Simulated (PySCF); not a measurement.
# HgB: bond curves at several levels of theory

One table from this session's results is given with a row withheld; the runs are named, their logs left out.

The runs use PySCF 2.14.0; Hg def2-SVP with ECP60, B def2-SVP, scalar-relativistic core potentials.

The first run:

The job is set up so:

```
atoms                         : Hg, B
charge                        : 0
basis                         : Hg def2-SVP with ECP60, B def2-SVP
Hamiltonian                   : scalar-relativistic core potentials
basis functions               : 46
electrons treated             : 25
masses in u                   : 201.9706, 11.0093
levels                        : PBE0, PBE, r²SCAN, B3LYP, TPSS, B97-3, LC-ωPBE, HF, MP2, SCS-MP2, CCSD, CCSD(T)
grid                          : 80 radial by 434 angular points
occupations                   : held fixed by the projection of orbital angular momentum
dissociation limit            : Hg + B, each in its ground configuration
starting distance in angstrom : 2.190
values of 2S to try           : 1, 3
```

Launch:

```bash
$ OMP_NUM_THREADS=1 python dia.py task.json out
```

Steps of the session up to this table: Set-up; PBE0 along the bond; Higher solutions at PBE0; PBE; r²SCAN (meta-GGA); B3LYP (global hybrid GGA); TPSS (meta-GGA); B97-3 (global hybrid GGA); LC-ωPBE (range-separated hybrid); ROHF; Correlated methods on the Hartree–Fock reference.

One table of the session follows, with a row left open; its other results are not shown here.

Energy (eV) from each level's lowest point:

```
R (Å)   ROHF  ROHF-MP2  ROHF-SCS-MP2  ROHF-CCSD  ROHF-CCSD(T)
2.079  0.933     0.206         0.313        n/a           n/a
2.175  0.681     0.095         0.180      0.223         0.134
2.272  0.500     0.037         0.103      0.130         0.059
2.345  0.397     0.015         0.069      0.087         0.028
2.417      ?         ?             ?          ?             ?
2.490  0.249     0.000         0.031      0.038         0.003
2.586  0.179     0.001         0.019      0.021         0.000
2.707  0.112     0.006         0.010      0.009         0.002
2.852  0.054     0.015         0.004      0.000         0.006
3.045  0.000     0.026         0.000        n/a           n/a
```

Q: Estimate the row for R (Å) = 2.417 from the others.

Worked estimate for «ROHF». A straight line through the neighbours (2.345, 0.397) and (2.490, 0.249) gives 0.397 + (0.249 − 0.397) × (2.417 − 2.345) / (2.490 − 2.345) = 0.324; a parabola fitted to 4 rows on both sides gives 0.316.

The run gave: ROHF: 0.315; ROHF-MP2: 0.004; ROHF-SCS-MP2: 0.046; ROHF-CCSD: 0.057; ROHF-CCSD(T): 0.011. In «ROHF» the line misses by +0.009 and the parabola by +0.001.

To keep in mind: The bond is weak, and basis-set superposition, which was not computed, may be a sizeable part of it.
